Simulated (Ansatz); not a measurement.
# Ge2H4Cl2: one species, many methods

The task here is to estimate one member of a computed series from the others.

Program: Ansatz 0.2.0, Gaussian basis. Level of theory: functionals in def2-TZVPP, the program's frozen cores in correlated methods. These are calculated values, not measurements.

The runs, in order: PBE-D4, r2SCAN-D4, PBE0-D4, B3LYP-D4, ωB97X-V, ωB97M-V, B2PLYP; CCSD(T)/def2-TZVPP; MP2/def2-QZVPP; extrapolation to the limit.

## The geometry

An earlier PBE0-D4 in a triple-zeta def2 set relaxation fixed the geometry.

8 atoms, charge 0, spin multiplicity 1.

Atoms are counted from 1 here; the program's logs count them from 0.

Bond lengths: Cl1–Ge2 2.165 Å, Ge2–Ge3 2.425 Å, Ge2–H5 1.534 Å, Ge2–H6 1.534 Å, Ge3–Cl4 2.165 Å, Ge3–H7 1.534 Å, Ge3–H8 1.534 Å. Angles: Cl1–Ge2–Ge3 105.9°, Cl1–Ge2–H5 107.0°, Cl1–Ge2–H6 107.0°, Ge3–Ge2–H5 112.5°, Ge3–Ge2–H6 112.6°, H5–Ge2–H6 111.3°, Ge2–Ge3–Cl4 105.8°, Ge2–Ge3–H7 112.6°, Ge2–Ge3–H8 112.6°, Cl4–Ge3–H7 107.0°, Cl4–Ge3–H8 107.0°, H7–Ge3–H8 111.3°.

Coordinates:

```xyz
8
Cl2Ge2H4
Cl   -1.1697    1.9857   -1.5167
Ge    0.3437    1.1388   -0.2212
Ge   -0.3729   -1.1305    0.2453
Cl    1.1365   -1.9704    1.5501
H     1.6708    1.1903   -0.9889
H     0.3947    2.0115    1.0393
H    -1.7039   -1.1848    1.0059
H    -0.4143   -2.0060   -1.0138
```

Set-up of the first run:

Contents of in.yaml:

```yaml
crystal:
  periodic: [false, false, false]
  atoms:
    - {symbol: Cl, position_ang: [-1.169693, 1.985700, -1.516678]}
    - {symbol: Ge, position_ang: [0.343654, 1.138755, -0.221243]}
    - {symbol: Ge, position_ang: [-0.372866, -1.130543, 0.245291]}
    - {symbol: Cl, position_ang: [1.136486, -1.970394, 1.550133]}
    - {symbol: H, position_ang: [1.670824, 1.190297, -0.988934]}
    - {symbol: H, position_ang: [0.394709, 2.011483, 1.039305]}
    - {symbol: H, position_ang: [-1.703928, -1.184832, 1.005917]}
    - {symbol: H, position_ang: [-0.414286, -2.005965, -1.013790]}
basis:
  gaussian: {orbitals: def2-TZVPP}
hamiltonian: {xc: pbe, dispersion: d4}
output: {forces: true, orbitals: {seedname: orbitals}}
```

Launch:

```console
> ansatz run in.yaml --threads 4 --pin off --events-out ev --progress --plain --max-ram 10444MiB
```

Among the steps run: PBE-D4 (GGA); r2SCAN-D4 (meta-GGA); PBE0-D4 (hybrid); B3LYP-D4 (hybrid); ωB97X-V (range-separated); ωB97M-V (range-separated); B2PLYP (double hybrid); CCSD(T) in def2-TZVPP; MP2 in def2-QZVPP.

One of the session's tables, all rows but one given; the rest of the session is left out.

| method | atomisation energy (kcal/mol) |
| --- | --- |
| PBE-D4 | 504.2 |
| r2SCAN-D4 | 510.4 |
| PBE0-D4 | 502.2 |
| B3LYP-D4 | 498.8 |
| ωB97X-V | 512.6 |
| ωB97M-V | ? |
| B2PLYP | 495.5 |
| HF/def2-TZVPP | 370.8 |
| MP2/def2-TZVPP | 500.8 |
| CCSD/def2-TZVPP | 491.6 |
| CCSD(T)/def2-TZVPP | 499.4 |
| MP2/CBS | 511.1 |
| CCSD(T)/CBS | 509.7 |

Estimate the missing values for ωB97M-V.

As computed: atomisation energy (kcal/mol): 503.5. In the column «atomisation energy (kcal/mol)» it lies between PBE0-D4 (502.2) and PBE-D4 (504.2).
